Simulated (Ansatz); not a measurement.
# ClHZr: the cost of one run

Method: def2-TZVPP, core rule «outside noble gas», up to 9 orbitals frozen; program: Ansatz 0.2.0, Gaussian basis.

To be run: UHF; ROHF; CCSD(T) on UHF.

2 further runs of the same task are left out: 2 set aside as unsound or not needed.

## 1. The geometry

The geometry is a PBE0/def2-TZVP stationary point (not a proven minimum) of the parent state, kept for this charge and spin. No spin-orbit coupling is included. Elements past krypton take def2 core potentials.

3 atoms, charge 1, spin multiplicity 4.

Atoms are counted from 1 here; the program's logs count them from 0.

Bond lengths: Zr1–Cl2 2.379 Å, Zr1–H3 1.933 Å. Angles: Cl2–Zr1–H3 180.0°.

## 2. UHF

in.yaml reads:

```yaml
crystal:
  periodic: [false, false, false]
  atoms:
    - {symbol: Zr, position_ang: [0.000000, 0.000000, 0.148733]}
    - {symbol: Cl, position_ang: [0.000000, 0.000000, -2.230367]}
    - {symbol: H, position_ang: [0.000000, 0.000000, 2.081633]}
basis:
  gaussian: {orbitals: def2-TZVPP}
total_charge: 1
magnetization: {spin_polarized: true, initial_magnetization: 3}
hamiltonian: {xc: hf}
output: {orbitals: {seedname: orbitals}}
```

The run is started by

```console
$ ansatz run in.yaml --threads 1 --pin off --events-out ev --progress --plain --max-ram 4096MiB --backend cpu
```

What time and memory should one allow on 1 thread of AMD EPYC 7R13, shared host?

About 19 s, with a peak of 0.29 GiB.
